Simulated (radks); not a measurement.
# Ho²⁺ in [Kr] 4d10 4f12 5s2 5p5: an all-electron calculation

What are the levels of the holmium ion Ho2+, how large are its shells, and how does its energy divide?

The numbers are computed with radks (a radial shooting solver on a logarithmic mesh, Libxc functionals) version 1 (Dirac Kohn-Sham, PBEsol, spin-unpolarised, spherical densities, finite nucleus; open shells are shared between the two j in proportion to 2j + 1), except any that are marked as measured or tabulated.

**1. What is computed**

* element: holmium (Z = 67)
* charge: +2
* electrons: 65
* configuration: [Kr] 4d10 4f12 5s2 5p5
* nuclear rms radius: 5.2022 fm

Outer shells as boxes (Hund's rule):

Ho²⁺
```
[Kr] core
4d [↑↓][↑↓][↑↓][↑↓][↑↓]
4f [↑↓][↑↓][↑↓][↑↓][↑↓][↑ ][↑ ]
5s [↑↓]
5p [↑↓][↑↓][↑ ]
```

**2. Self-consistent calculation**

Settings of this run:

```text
Z 67
configuration [Kr] 4d10 4f12 5s2 5p5 6s0 5d0
relativity Dirac
functional pbe_sol,pbe_sol
spin unpolarised
j_filling average
nucleus finite rms 5.2022 fm
c 137.035999084
```

Started as:

```bash
$ python run_ks.py task.json out
```

This one command runs every case of the session in turn.

**Question.** What will this run give?

**Answer**, as computed:

```
                        quantity                   value
                    total energy     -12621.6105 hartree
exchange-correlation share of it                  2.12 %
                            −T/E                  1.1000
          highest occupied level       4f7/2, -14.606 eV
    most extended occupied level  5p3/2, <r> = 1.55 bohr
 radius at density 0.001 e/bohr³               3.44 bohr
    maxima of the radial density                       4
```

What this shows: The radial density shows 4 maxima for 5 occupied principal shells; where shells overlap, one shows as a shoulder or not at all. Relativity lifts −T/E to 1.100. This is not the tabulated ground configuration, so its levels and sizes aren't those of the ground state, and no measured value stands beside it.
